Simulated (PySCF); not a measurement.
# HoH3(H2O): other functionals and bases at one geometry

One table from this session's results is given with a row withheld; the runs are named, their logs left out.

Method: several levels, as the steps say, no spin–orbit coupling; program: PySCF 2.14.0.

1 further run of the same task is left out (for a known fault of the program).

## The system as given

7 atoms, charge 0, spin multiplicity 1.

Bond lengths: Ho1–H2 2.028 Å, Ho1–H3 2.013 Å, Ho1–H4 2.016 Å, Ho1–O5 2.356 Å, O5–H6 0.971 Å, O5–H7 0.966 Å. Angles: H2–Ho1–H3 118.8°, H2–Ho1–H4 117.8°, H2–Ho1–O5 82.0°, H3–Ho1–H4 118.2°, H3–Ho1–O5 113.1°, H4–Ho1–O5 97.1°, Ho1–O5–H6 108.6°, Ho1–O5–H7 128.3°, H6–O5–H7 107.6°.

Coordinates:

```
Ho    0.12066   -0.14274    0.13138
H     0.79382    1.64074    0.82208
H    -0.98066   -1.30189    1.35408
H     1.16469   -1.03474   -1.34463
O    -1.18562    1.25677   -1.24223
H    -0.95504    2.17991   -1.05079
H    -1.34266    1.18570   -2.19315
```

Formal oxidation states: Ho +3. Each metal's 10 4f electrons lie in its core potential, so multiplicities, spins and levels count the valence alone. An earlier session relaxed this geometry at PBE0, Ho lcecp-1-SVP with ECP56, H def2-SVP, O def2-SVP (singlet, point group C1).

At PBE0 on the finer grid: E = -115.683851 Eh, HOMO -6.35 eV, LUMO -0.72 eV, Mulliken charge on Ho1 +0.54 e, largest force component 0.010 eV/Å. 

Levels to run: PBE; TPSS; PBE0, TZVP. Hardware: 2 threads of Arm Neoverse V2, shared host.

The first run:

run.py (the lines that set the calculation)

```python
mol = gto.M(atom='''
Ho     0.12066    -0.14274     0.13138
H      0.79382     1.64074     0.82208
H     -0.98066    -1.30189     1.35408
H      1.16469    -1.03474    -1.34463
O     -1.18562     1.25677    -1.24223
H     -0.95504     2.17991    -1.05079
H     -1.34266     1.18570    -2.19315''',
    basis={'Ho': 'lcecp-1-SVP', 'H': 'def2-SVP', 'O': 'def2-SVP'},
    ecp={'Ho': 'lcecp-1-SVP'},
    charge=0, spin=0)
mf = dft.RKS(mol, xc='PBE')
mf.grids.atom_grid = (75, 302)  # f atoms: unpruned, at least (60, 302)
mf = mf.density_fit()  # fitting sets: Ho AutoAux, H def2-universal-JKFIT, O def2-universal-JKFIT
mf.conv_tol = 1e-08; mf.max_cycle = 55
mf.kernel(dm0)  # dm0: the density of the relaxed state
```

Command:

```
> OMP_NUM_THREADS=2 python run.py
```

Steps of the session up to this table: PBE; TPSS; PBE0, TZVP.

One of the session's tables, all rows but one given; the rest of the session is left out.

```
              level  HOMO (eV)  gap (eV)  charge on Ho1 (e)  dipole (D)  largest force component (eV/Å)
PBE0 (relaxed here)      -6.35      5.63               0.54        5.24                            0.01
                PBE      -5.13      3.53               0.35        5.17                            0.52
               TPSS          ?         ?                  ?           ?                               ?
         PBE0, TZVP      -6.40      5.47               0.75        5.12                            0.24
```

Estimate the missing values for TPSS.

As computed: HOMO (eV): -5.35; gap (eV): 3.99; charge on Ho1 (e): 0.62; dipole (D): 5.23; largest force component (eV/Å): 0.48. In the column «HOMO (eV)» it lies between PBE0 (relaxed here) (-6.35) and PBE (-5.13).

In one basis the HOMO–LUMO gap runs from 3.53 eV (PBE) to 5.63 eV (PBE0). The largest leftover force, 0.52 eV/Å with PBE, stands at a geometry relaxed at another level. With 4f in the core, its levels are missing from HOMO and gap, and its count is fixed, so no charge can pass from the ligands into it. Total energies of different levels can't be compared.
